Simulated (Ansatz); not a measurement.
# BFH3NO: a barrier at many levels of theory

Aim: the barrier and energy of one elementary step (O2–H4 formed, B1–O2 loosened, N3–H4 broken) from LDA up to coupled cluster, on fixed structures, to see where each rung fails.

Computed with Ansatz 0.2.0, Gaussian basis. Level: single points in def2-TZVPP on PBE0-D4/def2-TZVP structures.

Levels: SPW92, PBE-D4, BLYP-D4, r2SCAN-D4, B97M-V, PBE0-D4, B3LYP-D4, r2SCAN0-D4, BHLYP-D4, CAM-B3LYP-D4, wB97X-V, wB97M-V, B2PLYP, PBE-QIDH, RPA on PBE, Hartree-Fock, MP2, CCSD, CCSD(T). The reference is CCSD(T) at the basis limit, from triple and quadruple zeta. Zero-point energies come from PBE0-D4 vibrations.

Cores are frozen in the correlated methods. B3LYP uses VWN-RPA correlation. B2PLYP carries no dispersion term here.

42 further runs of the same task are left out: 42 set aside as unsound or not needed.

## 1. Start, saddle and end, as given

Charge 0, multiplicity 1. The folders r, ts and p hold the start, the saddle and the end; their coordinates stand in the first inputs.

| pair | r (Å) | ts (Å) | p (Å) |
| --- | --- | --- | --- |
| O2–H4 | 2.657 | 1.084 | 0.980 |
| B1–O2 | 1.364 | 1.574 | 1.628 |
| N3–H4 | 1.003 | 1.550 | 2.073 |

## 2. SPW92/def2-TZVPP

The input, r/in.yaml:

```yaml
crystal:
  periodic: [false, false, false]
  atoms:
    - {symbol: B, position_ang: [-0.239124, -0.091772, 0.243243]}
    - {symbol: O, position_ang: [0.411684, -1.202109, 0.694891]}
    - {symbol: N, position_ang: [0.300073, 0.694435, -0.779663]}
    - {symbol: H, position_ang: [1.175837, 0.477333, -1.217562]}
    - {symbol: F, position_ang: [-1.419640, 0.254389, 0.789820]}
    - {symbol: H, position_ang: [-0.068233, -1.646734, 1.396163]}
    - {symbol: H, position_ang: [-0.160696, 1.514458, -1.126891]}
basis:
  gaussian: {orbitals: def2-TZVPP}
hamiltonian: {xc: lda}
```

The input, ts/in.yaml:

```yaml
crystal:
  periodic: [false, false, false]
  atoms:
    - {symbol: B, position_ang: [-0.551024, 0.163161, 0.092338]}
    - {symbol: O, position_ang: [0.321951, -1.133032, 0.276496]}
    - {symbol: N, position_ang: [0.238234, 0.844921, -0.738969]}
    - {symbol: H, position_ang: [0.922655, -0.492917, -0.358988]}
    - {symbol: F, position_ang: [-1.689196, 0.157522, 0.768776]}
    - {symbol: H, position_ang: [0.700442, -1.260799, 1.154899]}
    - {symbol: H, position_ang: [0.056839, 1.721143, -1.194551]}
basis:
  gaussian: {orbitals: def2-TZVPP}
hamiltonian: {xc: lda}
```

The input, p/in.yaml:

```yaml
crystal:
  periodic: [false, false, false]
  atoms:
    - {symbol: B, position_ang: [-0.509633, 0.251119, 0.021948]}
    - {symbol: O, position_ang: [0.335337, -1.118189, 0.271486]}
    - {symbol: N, position_ang: [0.199639, 0.965213, -0.824006]}
    - {symbol: H, position_ang: [1.106921, -0.806830, -0.246386]}
    - {symbol: F, position_ang: [-1.603963, 0.156957, 0.778680]}
    - {symbol: H, position_ang: [0.591230, -1.296226, 1.185523]}
    - {symbol: H, position_ang: [-0.119631, 1.847957, -1.187245]}
basis:
  gaussian: {orbitals: def2-TZVPP}
hamiltonian: {xc: lda}
```

One command serves all of them, each in its own folder.

Launch:

```sh
$ ansatz run in.yaml --threads 2 --pin off --events-out ev --progress --plain --max-ram 4352MiB
```

After this run come: PBE-D4/def2-TZVPP; BLYP-D4/def2-TZVPP; r2SCAN-D4/def2-TZVPP; B97M-V/def2-TZVPP; PBE0-D4/def2-TZVPP; B3LYP-D4/def2-TZVPP; r2SCAN0-D4/def2-TZVPP; BHLYP-D4/def2-TZVPP; CAM-B3LYP-D4/def2-TZVPP; wB97X-V/def2-TZVPP; wB97M-V/def2-TZVPP; B2PLYP/def2-TZVPP; PBE-QIDH/def2-TZVPP; RPA on PBE/def2-TZVPP; CCSD(T)/def2-TZVPP; MP2/def2-QZVPP; Vibrations of the start structure; Vibrations of the end structure.

Before running it: what results should come out? Wanted: barrier, CCSD(T)/CBS; reverse barrier, CCSD(T)/CBS; step energy, CCSD(T)/CBS; barrier with zero-point energy; step energy with zero-point energy; imaginary mode at the saddle; largest T1 diagnostic.

The runs gave:

| quantity | value |
| --- | --- |
| barrier, CCSD(T)/CBS | 305.0 kJ/mol |
| reverse barrier, CCSD(T)/CBS | 14.4 kJ/mol |
| step energy, CCSD(T)/CBS | +290.5 kJ/mol |
| barrier with zero-point energy | 292.1 kJ/mol |
| step energy with zero-point energy | +285.3 kJ/mol |
| imaginary mode at the saddle | 831i cm⁻¹ |
| largest T1 diagnostic | 0.013 |

In words: B2PLYP is the best functional here (-0.6 kJ/mol from CCSD(T)/CBS); SPW92 is the worst (-37.6 kJ/mol). By rung, the mean size of the error is: LDA 37.6, GGA 22.1, meta-GGA 5.3, hybrid 8.5, range-separated hybrid 3.1, double hybrid 2.3 kJ/mol. PBE-D4 gives a barrier 26.1 kJ/mol too low, outside chemical accuracy (1 kcal/mol, 4.2 kJ/mol). The barrier rises with the share of exact exchange, from BLYP-D4 through B3LYP-D4 to BHLYP-D4 (-18.0, -2.0, +21.0 kJ/mol). Hartree-Fock, with no correlation, is off by +55.0 kJ/mol. Zero-point motion lowers the barrier by 12.8 kJ/mol.
